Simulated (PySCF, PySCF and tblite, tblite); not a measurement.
# C₇H₅FO₂: conformers and averaged spectra, part 2 of 2

PySCF and tblite. Atoms count from 0.

## Step 7: The ensemble: properties at CAM-B3LYP/pcSseg-1

The job: settings as JSON, then the geometry in Å.

```
{"job": {"study": "conf", "smiles": "O=C(O)c1ccccc1F", "search": {"seed": 1078, "n_embed": 90, "ff_keep": 18, "window": 3.0, "nmax": 10, "temps": [180, 230, 298.15, 330, 400], "t_ref": 298.15, "order": 0.002}, "level": {"nmr": {"xc": "CAM-B3LYP", "basis": "pcSseg-1"}, "j": {"xc": "B3LYP", "basis": {"default": "6-31G*", "H": "pcJ-1", "F": "pcJ-1"}, "nuclei": ["H", "F", "P", "Si", "B"]}}, "kind": "conf"}, "charge": 0, "multiplicity": 1}
O      2.321949     1.809480     0.176900
C      1.986384     0.653804     0.093331
O      2.867581    -0.346343     0.053914
C      0.569414     0.216853     0.025791
C     -0.413702     1.207255     0.054800
C     -1.753814     0.883225    -0.000266
C     -2.139963    -0.446183    -0.086216
C     -1.185264    -1.446303    -0.117745
C      0.157413    -1.112218    -0.062012
F      1.047665    -2.113901    -0.095709
H      3.772372    -0.001220     0.101299
H     -0.086499     2.233704     0.122354
H     -2.499178     1.662769     0.023933
H     -3.186657    -0.706104    -0.128554
H     -1.462115    -2.486828    -0.183733
```

Standard output:

```text
conformer  sym    E(xTB)   E(DFT)   G(298.15 K)  weight  dipole/D
    1     Cs      0.000    0.000    0.000   0.7484    1.905
    2     Cs      0.877    0.662    0.646   0.2516    3.353

mean shielding (ppm) by class
class atoms           180 K      230 K   298.15 K      330 K      400 K
  0 O  0            -86.184     -87.41    -88.673    -89.135    -89.942
  1 C  1             11.618      11.79     11.968     12.033     12.146
  2 O  2             130.16    130.392    130.631    130.718    130.871
  3 C  3             60.659     60.669     60.679     60.682     60.689
  4 C  4             39.918     40.019     40.123     40.161     40.227
  5 C  5             53.211     53.243     53.275     53.287     53.308
  6 C  6             39.643     39.652     39.661     39.664      39.67
  7 C  7             59.047     59.024     59.001     58.992     58.977
  8 C  8              6.598      6.522      6.444      6.415      6.365
  9 F  9            284.536    284.717    284.904    284.972    285.091
 10 H  10            25.127     25.151     25.175     25.184     25.199
 11 H  11            23.127     23.137     23.146      23.15     23.156
 12 H  12            24.309     24.314     24.318      24.32     24.323
 13 H  13            23.968     23.968     23.968     23.968     23.968
 14 H  14            24.361     24.359     24.357     24.357     24.355
```

Wall time 2 min (1 thread of Arm Neoverse V2, shared host). This counts the runs that the step sums up.

The search (ETKDG and KDG, MMFF94s, GFN2-xTB) embedded 90 structures, kept 2 distinct ones after the force field and 2 after xTB; 2 were carried on (window 3.0 kcal/mol at the search's own energies). Energies: CAM-B3LYP/pcSseg-1 with D3(BJ).

Conformer by conformer (298 K):

```
no.  group  mirror pair  ΔE xTB  ΔE DFT    ΔG  weight (%)  μ (D)  O0–C1–O2–H10 (°)  O2–C1–C3–C4 (°)     A, B, C (GHz)
  1     Cs           no    0.00    0.00  0.00        74.8   1.91                 0             -180  2.32, 1.23, 0.80
  2     Cs           no    0.88    0.66  0.65        25.2   3.35                 0                0  2.29, 1.22, 0.80
```

Energies in kcal/mol. ΔG holds xTB vibrations and rotation, symmetry numbers and mirror pairs.

Weights (%) by temperature:

```
no.  180 K  230 K  298 K  330 K  400 K
  1   86.1   80.6   74.8   72.7   69.1
  2   13.9   19.4   25.2   27.3   30.9
```

Other ways of weighting, at the same temperature:

```
                      scheme    1   2  mean μ (D)
             DFT free energy   75  25        2.27
DFT energy, symmetry counted   75  25        2.26
            DFT energy alone   75  25        2.26
xTB energy, symmetry counted   81  19        2.17
             xTB free energy   81  19        2.18
       lowest conformer only  100   0        1.91
               equal weights   50  50        2.63
```

Shifts against references run at the same level (¹⁷O H2O 340.2, ¹⁹F CFCl3 183.2, ¹H TMS 31.78, ¹³C TMS 185.1 ppm of shielding), by class of atoms, at 298 K:

```
atoms                          environment   no. 1   no. 2  average  measured
   C8     aromatic carbon bearing fluorine   178.3   179.7    178.7         –
   C1               carboxylic acid carbon   173.9   170.8    173.1         –
   C6                          aromatic CH   145.5   145.3    145.4         –
   C4                          aromatic CH   145.4   143.6    145.0         –
   C5                          aromatic CH   132.0   131.4    131.8         –
   C7                          aromatic CH   126.0   126.4    126.1         –
   C3          substituted aromatic carbon   124.5   124.3    124.4         –
  H11           hydrogen on an aromatic CH    8.67    8.51     8.63         –
  H13           hydrogen on an aromatic CH    7.81    7.81     7.81         –
  H12           hydrogen on an aromatic CH    7.48    7.40     7.46         –
  H14           hydrogen on an aromatic CH    7.41    7.45     7.42         –
  H10  hydrogen on an acid hydroxyl oxygen    6.71    6.29     6.60         –
   O0                      carbonyl oxygen   423.3   445.4    428.8         –
   O2                 acid hydroxyl oxygen   210.6   206.4    209.5         –
   F9                        aryl fluorine  -100.9  -104.1   -101.7    -108.6
```

Measured: G. Saielli, R. Bini, A. Bagno, Computational 19F NMR. 2. Organic compounds, RSC Adv. 2014, ESI (exp. from Berger-Braun-Kalinowski 1994 and Everett 1995).

Couplings (Hz, B3LYP/pcJ-1+6-31G*; one pair named for each class), from conformers that hold 100 % of the weight:

```
   pair  bonds  no. 1  no. 2  average
 F9–H14      3   10.5   10.7     10.6
H13–H14      3    9.3    9.3      9.3
H11–H12      3    9.0    9.0      9.0
H12–H13      3    8.3    8.3      8.3
 F9–H11      4    6.3    6.5      6.4
 F9–H13      4    4.0    3.9      4.0
H11–H13      4    1.0    0.9      1.0
```

Effective distances for nuclear Overhauser effects, ⟨r⁻⁶⟩^(−1/6) over all pairs of two classes (Å): H12···H13 2.47; H11···H12 2.48; H13···H14 2.48; H10···H11 3.86.

## Step 8: What came out

What follows sums up all 2 parts.

```
                                quantity                                                value
                              conformers  2; the first in weight is no. 1 (Cs), 75 % at 298 K
                 root-mean-square dipole                                               2.35 D
averaged ¹³C shifts (CAM-B3LYP/pcSseg-1)  178.7, 173.1, 145.4, 145.0, 131.8, 126.1, 124.4 ppm
 averaged ¹H shifts (CAM-B3LYP/pcSseg-1)                     8.63, 7.81, 7.46, 7.42, 6.60 ppm
averaged ¹⁹F shifts (CAM-B3LYP/pcSseg-1)                                           -101.7 ppm
```

What this shows: At 298 K conformer 1 holds 75 % of the ensemble (86 % at 180 K, 69 % at 400 K). Among conformers over 5 %, H10 differs by 0.42 ppm, while the average moves by 0.07 ppm from 180 to 400 K. Against 1 measured ¹⁹F shift the average misses by 6.9 ppm, the leading conformer alone by 7.7 ppm. Vibration and solvent are missing from the shifts, so part of that gap is not the functional's. Protons on O, N, S or Se exchange and bind to solvent, so their values hold for the lone molecule only.
